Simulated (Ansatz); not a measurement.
# BBrH₄Si: one species, many methods

The task here is to estimate one member of a computed series from the others.

Program: Ansatz 0.2.0, Gaussian basis. Level of theory: functionals in def2-TZVPP, the program's frozen cores in correlated methods. These are calculated values, not measurements.

The runs, in order: LDA (SPW92), PBE-D4, revPBE-D4, BLYP-D4, r2SCAN-D4, B97M-V, PBE0-D4, B3LYP-D4, r2SCANh-D4, r2SCAN0-D4, HSE06-D4, BHLYP-D4, CAM-B3LYP-D4, LC-ωPBE, ωB97X-V, ωB97M-V, B2PLYP, PBE-QIDH; CCSD(T)/def2-SVP; CCSD(T)/def2-TZVPP; MP2/def2-QZVPP; extrapolation to the limit; RPA on PBE.

## The relaxed structure

An earlier PBE0-D4 in a triple-zeta def2 set relaxation fixed the geometry.

SMILES `B[SiH2]Br`, 7 atoms, charge 0, spin multiplicity 1.

Atoms are counted from 1 here; the program's logs count them from 0.

Bond lengths: B1–Si2 2.004 Å, B1–H4 1.193 Å, B1–H5 1.197 Å, Si2–Br3 2.231 Å, Si2–H6 1.488 Å, Si2–H7 1.488 Å. Angles: Si2–B1–H4 123.5°, Si2–B1–H5 118.0°, H4–B1–H5 118.6°, B1–Si2–Br3 113.6°, B1–Si2–H6 110.3°, B1–Si2–H7 110.0°, Br3–Si2–H6 107.2°, Br3–Si2–H7 107.3°, H6–Si2–H7 108.3°.

The first run:

File in.yaml:

```yaml
crystal:
  periodic: [false, false, false]
  atoms:
    - {symbol: B, position_ang: [-0.998019, 0.119913, -0.732117]}
    - {symbol: Si, position_ang: [0.637224, 0.041457, 0.423948]}
    - {symbol: Br, position_ang: [1.126251, -2.014006, 1.140792]}
    - {symbol: H, position_ang: [-1.643468, -0.839363, -1.025137]}
    - {symbol: H, position_ang: [-1.339145, 1.188093, -1.149729]}
    - {symbol: H, position_ang: [0.459226, 0.897329, 1.627841]}
    - {symbol: H, position_ang: [1.819133, 0.538579, -0.331198]}
basis:
  gaussian: {orbitals: def2-TZVPP}
hamiltonian: {xc: lda}
output: {orbitals: {seedname: orbitals}}
```

On the command line:

```bash
ansatz run in.yaml --threads 2 --pin off --events-out ev --progress --plain --max-ram 4352MiB
```

Among the steps run: LDA; PBE-D4 (GGA); revPBE-D4 (GGA); BLYP-D4 (GGA); r2SCAN-D4 (meta-GGA); B97M-V (meta-GGA); B3LYP-D4 (hybrid); r2SCANh-D4 (hybrid); r2SCAN0-D4 (hybrid); HSE06-D4 (hybrid); BHLYP-D4 (hybrid); CAM-B3LYP-D4 (range-separated); LC-ωPBE (range-separated); ωB97X-V (range-separated); ωB97M-V (range-separated); B2PLYP (double hybrid); PBE-QIDH (double hybrid).

One table of the session follows, with a row left open; its other results are not shown here.

It belongs to the step «Orbital energies across the functionals». 

| functional | HOMO (eV) | LUMO (eV) | gap (eV) |
| --- | --- | --- | --- |
| LDA (SPW92) | -6.92 | -4.09 | 2.83 |
| PBE-D4 | ? | ? | ? |
| revPBE-D4 | -6.77 | -3.70 | 3.08 |
| BLYP-D4 | -6.66 | -3.63 | 3.03 |
| r2SCAN-D4 | -7.11 | -3.47 | 3.64 |
| B97M-V | -7.22 | -3.62 | 3.60 |
| PBE0-D4 | -8.04 | -2.80 | 5.24 |
| B3LYP-D4 | -7.81 | -3.00 | 4.80 |
| r2SCANh-D4 | -7.56 | -3.13 | 4.43 |
| r2SCAN0-D4 | -8.23 | -2.61 | 5.62 |
| HSE06-D4 | -7.64 | -3.19 | 4.46 |
| BHLYP-D4 | -9.14 | -1.72 | 7.42 |
| CAM-B3LYP-D4 | -9.35 | -1.66 | 7.69 |
| LC-ωPBE | -10.71 | -0.45 | 10.26 |
| ωB97X-V | -10.36 | -0.56 | 9.80 |
| ωB97M-V | -10.20 | -0.82 | 9.37 |

Q: Estimate the row for PBE-D4 from the others.

As computed: HOMO (eV): -6.81; LUMO (eV): -3.81; gap (eV): 3.00. In the column «HOMO (eV)» it lies between LDA (SPW92) (-6.92) and revPBE-D4 (-6.77).
